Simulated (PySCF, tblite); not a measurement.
**C5H6BBrCl radical: geometry, infrared bands and EPR parameters**

Aim: predict the infrared bands and EPR parameters of C5H6BBrCl radical (`[H]/[C]=C/C1(B(Cl)Br)CC1`).

Programs: tblite 0.8.0 and PySCF 2.14.0, with density-fitted response routines of our own. Each step states its level of theory. These are calculated values for one molecule in the gas phase, unless marked as measured. Atoms are numbered from 0 throughout.

## 1. The molecule as given

14 atoms, charge 0, multiplicity 2; geometry from: force field or distance geometry start.

Bonds of the start (Å): C0–C1 1.33, C1–C2 1.47, C2–B3 1.57, B3–Cl4 1.83, B3–Br5 2.02, C2–C6 1.51, C6–C7 1.51, C7–C2 1.49, C0–H8 1.07, C1–H9 1.10, C6–H10 1.11, C6–H11 1.12, C7–H12 1.09, C7–H13 1.13.

## 2. Geometry optimisation with GFN2-xTB

The job: settings as JSON, then the geometry in Å.

```
{"job": {"kind": "relax", "xc": "GFN2-xTB", "basis": "xTB"}, "charge": 0, "multiplicity": 2}
C      1.680100    -1.149200    -1.030300
C      0.793800    -1.096300    -0.038900
C     -0.044400     0.108900     0.070200
B      0.760600     1.462000     0.102900
Cl     1.030200     2.537500    -1.351100
Br     1.978800     1.685600     1.701200
C     -1.295300     0.097300     0.911400
C     -1.377100     0.038100    -0.591800
H      2.335300    -1.976400    -1.186200
H      0.687200    -1.897000     0.701500
H     -1.571800     1.102400     1.294600
H     -1.522900    -0.801500     1.532200
H     -1.843900     0.873900    -1.121700
H     -1.611400    -0.985700    -1.016300
```

Command:

```console
$ OMP_NUM_THREADS=1 python probes_run.py task.json out
```

One launch serves the whole session: the jobs run in the order shown.

What it wrote:

```text
step      E/eV     max force
  0    -639.85661    2.385
  1    -640.12669    2.202
  2    -640.32583    1.557
  3    -640.40119    0.717
  4    -640.42509    0.498
  5    -640.45186    0.485
  6    -640.46265    0.387
  7    -640.47286    0.248
  8    -640.47884    0.192
  9    -640.48369    0.214
 10    -640.48708    0.166
 11    -640.49047    0.188
 12    -640.49407    0.178
 13    -640.49738    0.172
 14    -640.49997    0.138
 15    -640.50194    0.087
 16    -640.50360    0.130
 17    -640.50528    0.131
 18    -640.50690    0.110
 19    -640.50838    0.121
 20    -640.50988    0.129
 21    -640.51183    0.154
 22    -640.51439    0.177
 23    -640.51708    0.146
 24    -640.51924    0.110
 25    -640.52084    0.130
 26    -640.52249    0.144
 27    -640.52455    0.146
 28    -640.52662    0.145
 29    -640.52814    0.089
 30    -640.52904    0.061
 31    -640.52956    0.057
 32    -640.53011    0.076
 33    -640.53087    0.077
 34    -640.53174    0.072
 35    -640.53261    0.070
 36    -640.53353    0.098
 37    -640.53483    0.124
 38    -640.53684    0.136
 39    -640.53966    0.169
 40    -640.54319    0.173
 41    -640.54761    0.194
 42    -640.55441    0.262
 43    -640.56512    0.373
 44    -640.56535    0.635
 45    -640.56101    1.110
 46    -640.58783    0.184
 47    -640.59498    0.163
 48    -640.60236    0.230
 49    -640.60651    0.238
 50    -640.61578    0.276
 51    -640.62136    0.228
 52    -640.62830    0.169
 53    -640.63080    0.343
 54    -640.63428    0.187
 55    -640.63841    0.167
 56    -640.64957    0.545
 57    -640.65565    0.249
 58    -640.66311    0.213
 59    -640.67375    0.408
 60    -640.68415    0.197
 61    -640.69018    0.162
 62    -640.69607    0.219
 63    -640.69934    0.189
 64    -640.70562    0.138
 65    -640.71199    0.189
 66    -640.71537    0.174
 67    -640.71853    0.174
 68    -640.72186    0.159
 69    -640.72414    0.166
 70    -640.72568    0.117
 71    -640.72694    0.080
 72    -640.72842    0.077
 73    -640.73005    0.094
 74    -640.73189    0.087
 75    -640.73345    0.119
 76    -640.73481    0.137
 77    -640.73616    0.132
 78    -640.73764    0.100
 79    -640.73867    0.065
 80    -640.73924    0.052
 81    -640.73954    0.043
 82    -640.73975    0.038
 83    -640.73992    0.033
 84    -640.74005    0.042
 85    -640.74014    0.039
 86    -640.74023    0.033
 87    -640.74033    0.024
 88    -640.74046    0.025
 89    -640.74061    0.030
 90    -640.74078    0.031
 91    -640.74102    0.036
 92    -640.74136    0.047
 93    -640.74181    0.046
 94    -640.74233    0.055
 95    -640.74283    0.054
 96    -640.74327    0.052
 97    -640.74367    0.055
 98    -640.74400    0.047
 99    -640.74422    0.030
100    -640.74437    0.030
101    -640.74450    0.026
102    -640.74461    0.033
103    -640.74471    0.024
104    -640.74478    0.018
105    -640.74482    0.016
106    -640.74486    0.018
107    -640.74490    0.017
108    -640.74494    0.018
109    -640.74499    0.010
110    -640.74503    0.016
111    -640.74505    0.009
```

Run time: 0.75 s. Hardware: 1 thread of Arm Neoverse V2, shared host.

Relaxation path: (not every step is listed)

```
step  energy from step 0 (eV)  largest force (eV/Å)
   0                   0.0000                2.3852
   1                  -0.2701                2.2019
   2                  -0.4692                1.5572
   3                  -0.5446                0.7169
   4                  -0.5685                0.4981
   5                  -0.5952                0.4850
   6                  -0.6060                0.3867
   7                  -0.6162                0.2479
   8                  -0.6222                0.1922
  17                  -0.6487                0.1307
  26                  -0.6659                0.1435
  35                  -0.6760                0.0696
  44                  -0.7087                0.6354
  53                  -0.7742                0.3431
  62                  -0.8395                0.2191
  71                  -0.8703                0.0800
  80                  -0.8826                0.0520
  89                  -0.8840                0.0297
  98                  -0.8874                0.0474
 106                  -0.8882                0.0177
 107                  -0.8883                0.0170
 108                  -0.8883                0.0181
 109                  -0.8884                0.0104
 110                  -0.8884                0.0157
 111                  -0.8884                0.0088
```

Distances of close pairs at the start and the end, largest changes first:

```
  bond  before (Å)  after (Å)  change (Å)
B3–Br5       2.022      1.888      -0.134
B3–Cl4       1.829      1.723      -0.105
C7–H13       1.133      1.080      -0.053
 C2–C7       1.490      1.533      +0.043
C6–H11       1.116      1.080      -0.036
 C0–C1       1.331      1.296      -0.035
C6–H10       1.111      1.079      -0.031
 C6–C7       1.507      1.476      -0.030
```

The final coordinates are the input of the step that follows.

## 3. Vibrational analysis with GFN2-xTB

The job: settings as JSON, then the geometry in Å.

```
{"job": {"kind": "ir", "xc": "GFN2-xTB", "basis": "xTB"}, "charge": 0, "multiplicity": 2}
C      2.037046    -1.263787    -0.141836
C      0.747177    -1.165587    -0.059059
C     -0.004297     0.124012     0.001047
B      0.808184     1.449230    -0.045843
Cl     0.011403     2.976569     0.004373
Br     2.692004     1.421229    -0.162187
C     -1.295435     0.091032     0.825984
C     -1.393156     0.101568    -0.647082
H      2.762544    -2.040025    -0.199417
H      0.096966    -2.048779    -0.026015
H     -1.561498     0.984937     1.369503
H     -1.503794    -0.825682     1.357123
H     -1.728056     1.002343    -1.138971
H     -1.669766    -0.807532    -1.159786
```

What it wrote:

```text
mode    cm-1     km/mol
  1      37.6      0.02
  2      94.0      1.88
  3     142.3      1.86
  4     186.2      1.39
  5     191.6      4.31
  6     240.2      2.93
  7     273.2      0.50
  8     340.3      0.04
  9     441.8      1.96
 10     479.6      7.92
 11     483.6     61.76
 12     676.0      6.69
 13     704.4     13.73
 14     760.3      0.16
 15     766.9     63.03
 16     802.0      4.51
 17     865.8      0.39
 18     878.0     49.47
 19     926.6     64.29
 20     952.6      5.19
 21    1035.4     95.46
 22    1065.2      1.16
 23    1066.8      0.54
 24    1148.8      0.22
 25    1196.6      0.75
 26    1255.0     26.14
 27    1325.7     52.16
 28    1430.9      3.59
 29    1474.6      1.68
 30    1708.9      5.41
 31    2804.3     42.35
 32    3084.7      5.55
 33    3086.1     14.51
 34    3091.2      4.17
 35    3107.0     40.96
 36    3204.9      3.80
```

Wall time 0.45 s (1 thread of Arm Neoverse V2, shared host).

The strongest bands and the atoms that carry them (share of the mass-weighted mode):

```
cm⁻¹  km/mol                                   atoms
 484    61.8                        B3 64 %, C2 15 %
 767    63.0                                 B3 81 %
 878    49.5                        B3 39 %, C1 28 %
 927    64.3   B3 23 %, H11 19 %, H13 19 %, H10 10 %
1035    95.5               C2 39 %, C6 21 %, C7 21 %
1326    52.2               C2 34 %, C7 14 %, C6 14 %
2804    42.4                                 H9 93 %
3107    41.0  H10 29 %, H12 25 %, H11 18 %, H13 18 %
```

## 4. EPR parameters: B3LYP/def2-TZVP-core+pcH-1

The job, as its differences from that of step 3:

```diff
@@ -1,2 +1,2 @@
-{"job": {"kind": "ir", "xc": "GFN2-xTB", "basis": "xTB"}, "charge": 0, "multiplicity": 2}
+{"job": {"kind": "epr", "basis": "pcH-1"}, "charge": 0, "multiplicity": 2}
 C      2.037046    -1.263787    -0.141836
```

Method: UKS B3LYP, def2-TZVP-core on Br, pcH-1 on B C Cl H, non-relativistic, mean-field spin-orbit, GIAO.

What it wrote:

```text
UKS, coarse grid
  cycle   1  E = -3253.27548062  |g| = 1.59e+00
  cycle   2  E = -3253.26670834  |g| = 6.49e-01
  cycle   3  E = -3253.31221291  |g| = 3.66e-01
  cycle   4  E = -3253.35796585  |g| = 5.96e-02
  cycle   5  E = -3253.35968446  |g| = 2.42e-02
  cycle   6  E = -3253.35998480  |g| = 7.87e-03
  cycle   7  E = -3253.36003000  |g| = 2.71e-03
  cycle   8  E = -3253.36003738  |g| = 1.58e-03
  cycle   9  E = -3253.36004224  |g| = 6.92e-04
UKS, final grid
  cycle   1  E = -3253.36003285  |g| = 8.10e-04
  cycle   2  E = -3253.36003263  |g| = 1.26e-03
  cycle   3  E = -3253.36003345  |g| = 1.74e-04
  cycle   4  E = -3253.36003352  |g| = 1.59e-04
  cycle   5  E = -3253.36003357  |g| = 7.25e-05
  cycle   6  E = -3253.36003357  |g| = 2.78e-05
E = -3253.36003357 Eh   <S^2> = 0.7598 (exact 0.7500)
g shifts (ppm)      1          2          3
  rmc          -181       -181       -181
  gc             57          5         10
  oz_so       -3617         75       4698
  total       -3741       -101       4526
hyperfine (MHz)  atom isotope    a_iso     a_fc   dipolar eigenvalues
    0   13C     359.65     359.71    -80.60    -58.86    139.46
    1   13C     -19.46     -19.50    -18.53      1.33     17.21
    2   13C      35.40      35.39     -4.42     -3.47      7.89
    3   11B      -5.66      -5.66     -1.75     -0.13      1.89
    4  35Cl       3.86       3.91     -0.51     -0.42      0.93
    5  79Br     231.63     239.44    -85.48    -81.13    166.61
    6   13C      -3.49      -3.49     -0.62      0.23      0.40
    7   13C      -3.45      -3.44     -0.62      0.23      0.40
    8    1H      25.59      25.56    -31.68     -7.24     38.92
    9    1H     156.28     156.28     -4.89     -2.09      6.98
   10    1H      -0.50      -0.50     -0.87     -0.64      1.51
   11    1H       1.08       1.08     -1.38     -0.90      2.28
   12    1H      -0.52      -0.52     -0.87     -0.64      1.51
   13    1H       1.04       1.04     -1.38     -0.91      2.29
```

Run time: 4.3 min. Hardware: 1 thread of Arm Neoverse V2, shared host; peak memory 1.4 GiB.

Principal g values 1.99858, 2.00222, 2.00685; g(iso) = 2.00255, against 2.00232 for a free electron.

Mean a(iso) over the nuclei that a row names, and the largest dipolar term of the row (other rows stand at the frozen geometry):

```
  nuclei  isotope  a(iso) (MHz)  a(iso) (G, at g = 2.0023)  largest dipolar term (MHz)
      C0      13C         359.7                      128.3                       139.5
     Br5     79Br         231.6                       82.7                       166.6
      H9       1H         156.3                       55.8                         7.0
      C2      13C          35.4                       12.6                         7.9
      H8       1H          25.6                        9.1                        38.9
      C1      13C         -19.5                       -6.9                       -18.5
      B3      11B          -5.7                       -2.0                         1.9
     Cl4     35Cl           3.9                        1.4                         0.9
  C6, C7      13C          -3.5                       -1.2                        -0.6
H11, H13       1H           1.1                        0.4                         2.3
H10, H12       1H          -0.5                       -0.2                         1.5
```

Mulliken spin populations:

C0 0.97; C1 -0.16; C2 0.04; B3 0.00; Cl4 0.00; Br5 0.07; C6 0.00; C7 0.00; H8 0.00; H9 0.08; H10 0.00; H11 0.00; H12 0.00; H13 0.00

In first order the couplings over 0.8 MHz of 79Br, 1H, 11B, 35Cl give 768 distinct lines over 323.8 G, if the averaged nuclei exchange fast.

Orbitals, density, ELF and potential are computed afterwards from the orbital file.

ELF in a plane through or near 8 of the atoms.

Ten even steps from '0' (0.00) to '9' (1.00):
```
0000000000000000000000000000
0000000012320001221000000000
0000000257773005764200000000
0000001478885017887410000000
0000002662256138327740000000
0000004736727467365861000000
0000002783278218778851000000
0000000134434224233210000000
0000002663005996000000000000
0000478757436114210000000000
0004999656629526675200000000
0004999857235413797410000000
0001799413898201465310000000
0000011004999500011000000000
0000000004999400000000000000
0000000000353000000000000000
0000000000000000000000000000
0000000000000000000000000000
0000000000000000000000000000
0000000000000000000000000000
```
The map spans 12.0 Å across and 10.4 Å up, centred on the molecule. Atoms in the plane (x, y in Å): C0 (-2.4, -0.1), C1 (-1.2, -0.7), C2 (0.1, 0.1), B3 (0.0, 1.7), Cl4 (1.4, 2.6), Br5 (-1.7, 2.5), H8 (-3.4, -0.5), H9 (-1.1, -1.8).

On the surface of density 0.002 e/bohr³ the electrostatic potential runs, from the 1st to the 99th percentile, from -0.68 V near C0 to 1.00 V near B3.

The spin density lies nearest to C0 63 %; Br5 10 %; H8 8 %; C1 7 % (beta excess).

## 5. Outcome

| quantity | value |
| --- | --- |
| strongest single infrared mode (GFN2-xTB) | 1035 cm⁻¹, 95 km/mol |
| zero-point energy (GFN2-xTB) | 59.1 kcal/mol |
| g(iso) (B3LYP) | 2.00255 |
| ⟨S²⟩ | 0.760 (exact 0.75) |
| largest a(iso) (averaged by class) | 13C on C0, 359.7 MHz |
| surface potential, 1st and 99th percentile | -0.68 V and 1.00 V |

**Reading.** Relaxing lowered the energy by 0.888 eV in 111 steps; the close pair that moved most is B3–Br5, from 2.022 to 1.888 Å. No mode is imaginary among the 36: a minimum at this level. The strongest single mode, at 1035 cm⁻¹, has its largest shares on C2, C6 and C7 (the list is cut at 3 atoms). Unscaled tight-binding wavenumbers are off by several per cent, some by more. Its intensities can rank the bands wrongly. Most of the unpaired spin sits on C0 (0.97 e). The isotropic g lies 0.2 ppt above the free-electron value. The hyperfine terms hold no scalar relativity, which the heavier nuclei need.
